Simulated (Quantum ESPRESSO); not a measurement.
Wanted: the native input for a Quantum ESPRESSO 7.5 run.

```
Task                : single point
Functional          : PBE
Potentials or basis : SSSP 1.3 efficiency PBE
Cutoff              : 952 eV
Density cutoff      : 7619 eV
k mesh              : 6 × 6 × 5
Occupations         : fermi-dirac, width 0.05 eV
Spin                : no spin polarisation
Mixing beta         : 0.5
Most SCF iterations : 120
SCF threshold       : 1.4e-09 Ry
```

The system is Ga6As.

```
Ga As
1.0
     4.88878    0.00000    0.00000
    -2.44439    4.23380    0.00000
     0.00000    0.00000    5.28661
Ga As
6 1
Direct
  0.33290 0.00000 0.50000
  0.66710 0.00000 0.50000
  0.00000 0.33290 0.50000
  0.00000 0.66710 0.50000
  0.66710 0.66710 0.50000
  0.33290 0.33290 0.50000
  0.00000 0.00000 0.00000
```

The cell was built by a generator and needn't be a form met in nature.

The input as run:

pw.in

```
&CONTROL
  calculation = 'scf'
  prefix = 'pwscf'
  outdir = './tmp'
  pseudo_dir = './pseudo'
  tprnfor = .true.
  tstress = .true.
  disk_io = 'nowf'
/
&SYSTEM
  ibrav = 0
  nat = 7
  ntyp = 2
  ecutwfc = 70
  ecutrho = 560
  nbnd = 54
  occupations = 'smearing'
  smearing = 'fd'
  degauss = 0.00367493
/
&ELECTRONS
  conv_thr = 1.4d-09
  electron_maxstep = 120
  mixing_beta = 0.5
/
ATOMIC_SPECIES
Ga    69.7230 Ga.pbe-dn-kjpaw_psl.1.0.0.UPF
As    74.9216 As.pbe-n-rrkjus_psl.0.2.UPF
CELL_PARAMETERS angstrom
   4.8887757000    0.0000000000    0.0000000000
  -2.4443878500    4.2338039500    0.0000000000
   0.0000000000    0.0000000000    5.2866125900
ATOMIC_POSITIONS crystal
Ga     0.3328968300    0.0000000000    0.5000000000
Ga     0.6671031700    0.0000000000    0.5000000000
Ga     0.0000000000    0.3328968300    0.5000000000
Ga     0.0000000000    0.6671031700    0.5000000000
Ga     0.6671031700    0.6671031700    0.5000000000
Ga     0.3328968300    0.3328968300    0.5000000000
As     0.0000000000    0.0000000000    0.0000000000
K_POINTS automatic
6 6 5 0 0 0
```

Potentials or basis: SSSP 1.3 efficiency PBE.

Run with:

```sh
$ OMP_NUM_THREADS=1 pw.x -in pw.in > pw.out
```

It gave:

```
Pressure               : 252.4 GPa
Largest force          : 0.910 eV/Å
Band gap on the k mesh : none (metal or under the smearing width)
```

Caveat: a pressure of tens of GPa on the cell as given is suspect, and the run, the potentials or the cell itself is likely at fault.

Run time: 4 min on 1 thread of AMD EPYC 7R13 Processor (Zen 3) (shared host), peak memory 0.75 GiB.
